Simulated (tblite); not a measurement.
# C5H12B2F2Si: the cost of one run

The runs use tblite 0.8.0 and PySCF 2.14.0, with density-fitted response routines of our own; the level of theory stands in each step. All values are computed, except where a source is named. Atoms count from 0, in the outputs and in this text.

## (1) The molecule as given

22 atoms, charge 0, multiplicity 1; geometry from: force field or distance geometry start.

Bonds of the start (Å): B0–C1 1.59, C1–C2 1.33, C2–C3 1.47, C1–C4 1.48, C4–Si5 1.86, Si5–C6 1.88, C6–B7 1.57, B7–F8 1.44, B7–F9 1.43, B0–H10 1.19, B0–H11 1.21, C2–H12 1.11, C3–H13 1.10, C3–H14 1.13, C3–H15 1.11, C4–H16 1.12, C4–H17 1.12, Si5–H18 1.48, Si5–H19 1.46, C6–H20 1.10, C6–H21 1.12.

## (2) Relaxing the molecule with GFN2-xTB

Job settings and geometry (Å):

```
{"job": {"kind": "relax", "xc": "GFN2-xTB", "basis": "xTB"}, "charge": 0, "multiplicity": 1}
B      1.693200    -0.658900     1.463100
C      1.243300     0.205000     0.210300
C      2.164600     0.595000    -0.670700
C      3.586400     0.260700    -0.538200
C     -0.169000     0.599300    -0.009400
Si    -1.331100    -0.834700    -0.199000
C     -2.977800    -0.247500     0.500600
B     -3.730500     0.458600    -0.676400
F     -5.049600     0.012300    -1.045300
F     -3.053100     1.488600    -1.404900
H      2.454300    -1.544800     1.227600
H      0.886600    -0.949700     2.316000
H      1.815700     1.200400    -1.527900
H      3.797300    -0.800900    -0.341200
H      4.082700     0.871600     0.278400
H      4.087600     0.603500    -1.463000
H     -0.534400     1.216000     0.848500
H     -0.260300     1.261100    -0.903200
H     -0.870600    -2.050100     0.500100
H     -1.580300    -1.177000    -1.596800
H     -3.547200    -1.049400     0.992000
H     -2.718200     0.560300     1.237000
```

On the command line:

```bash
$ OMP_NUM_THREADS=1 python probes_run.py task.json out
```

This one command runs all jobs of the session in turn.

**Question.** How long does this first job take on 1 thread of Arm Neoverse V2, shared host?

About 1.4 s.
